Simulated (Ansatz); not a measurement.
# RbPd4N3: the cost of one run

Program: Ansatz 0.2.0. Level of theory: DFT PBE, scalar-relativistic, plane waves, PAW, unless a step names another level. These are calculated values, not measurements.

30 further runs of the same task are left out: 6 that didn't finish, 24 set aside as unsound or not needed.

### 1 Plan

Pauling electronegativities: Rb 0.82, Pd 2.20, N 3.04 (spread 2.22). The formula balances with common oxidation states: Pd +2, Rb +1, N -3. Tabulated atomic sizes suggest about 16 Å³/atom. 24 candidates were drawn, by swapping species into database cells of other compounds, at random by space group and Wyckoff sites, or by hand, as the table says:

```
name                  made from  space group no.                Wyckoff sites  atoms (primitive cell)  V (Å³/atom)
 c01                     random              191           Rb 1a; Pd 4h; N 3g                       8         19.3
 c02                     random              123       Rb 1c; Pd 4l; N 2h, 1b                       8         20.3
 c03                     random              216  Rb 4a; Pd 16e; N 4b, 4d, 4c                       8         17.7
 c04   database cell of Cu3AsS4              215           Rb 1a; Pd 4e; N 3c                       8         15.4
 c05                     random               99       Rb 1b; Pd 4d; N 1a, 2c                       8         19.6
 c06   database cell of Pt4SeS3              115   Rb 1a; Pd 2g, 2g; N 1d, 2e                       8         16.2
 c07                     random              191       Rb 1b; Pd 3g, 1a; N 3f                       8         18.1
 c08   database cell of NbCu3S4              215           Rb 1a; Pd 4e; N 3d                       8         18.6
 c09   database cell of CsCu4S3              123       Rb 1b; Pd 4i; N 2h, 1a                       8         14.6
 c10                     random               38       Rb 2b; Pd 8f; N 4c, 2a                       8         18.5
 c11                     random              221       Rb 1b; Pd 3d, 1a; N 3c                       8         20.5
 c12                     random              187       Rb 1f; Pd 2g, 2h; N 3k                       8         20.0
 c13  database cell of AlNi4As3              187   Rb 1e; Pd 2g, 2g; N 1f, 2h                       8         14.9
 c14                     random              191       Rb 1b; Pd 4h; N 2c, 1a                       8         19.0
 c15                     random              164       Rb 1a; Pd 2d, 2c; N 3f                       8         16.8
 c16  database cell of Mg4Te3Se              115   Rb 1d; Pd 2g, 2g; N 2f, 1a                       8         21.2
 c17                     random              139   Rb 2b; Pd 4e, 4c; N 2a, 4d                       8         18.2
 c18   database cell of Li3TaO4              139   Rb 2a; Pd 4c, 4e; N 2b, 4d                       8         14.2
 c19  database cell of In3GaTe4              121       Rb 2a; Pd 8i; N 4c, 2b                       8         18.6
 c20                     random              229           Rb 2a; Pd 8c; N 6b                       8         17.0
 c21                     random               65       Rb 2d; Pd 8n; N 4j, 2b                       8         18.1
 c22                     random               71       Rb 2b; Pd 8m; N 4i, 2c                       8         17.8
 c23                     random               65       Rb 2a; Pd 8m; N 4i, 2d                       8         16.3
 c24                     random              191       Rb 1a; Pd 3g, 1b; N 3f                       8         18.6
```

### 2 Screening run of c10

Input file input.yaml:

```yaml
crystal:
  lattice:
    - [7.90993775, 0.0, 0.0]
    - [0.0, 3.55775226, 2.63532713]
    - [0.0, -3.55775226, 2.63532713]
  atoms:
    - { symbol: Rb, position: [0.5, 0.52507114, 0.52507114] }
    - { symbol: Pd, position: [0.8589017, 0.35853145, 0.89248136] }
    - { symbol: Pd, position: [0.1410983, 0.89248136, 0.35853145] }
    - { symbol: Pd, position: [0.8589017, 0.89248136, 0.35853145] }
    - { symbol: Pd, position: [0.1410983, 0.35853145, 0.89248136] }
    - { symbol: "N", position: [0.72098204, 0.23485068, 0.23485068] }
    - { symbol: "N", position: [0.27901796, 0.23485068, 0.23485068] }
    - { symbol: "N", position: [0.0, 0.69490014, 0.69490014] }
basis:
  ecutwfc: 420
kpoints:
  mp_grid: { grid: [2, 3, 3] }
hamiltonian:
  xc: pbe
scf:
  occupations: { method: gaussian, width: 0.15 }
  lower_state_search: "off"
output:
  forces: true
  stress: true
  eigenvalues: true
relax:
  adjacent_minimum: "off"
  f_tol: 0.08
  max_steps: 16
  cell: { stress_tol: 0.8 }
```

Command:

```bash
ansatz run input.yaml --threads 1 --pin off --max-ram 2560MiB --backend cpu --events-out ev --progress --plain --runs-dir out
```

**Question.** How long does this run take on 1 thread of Intel Xeon 6975P-C (Granite Rapids), shared host, and how much memory does it need?

About 58 s, with a peak of 0.45 GiB.
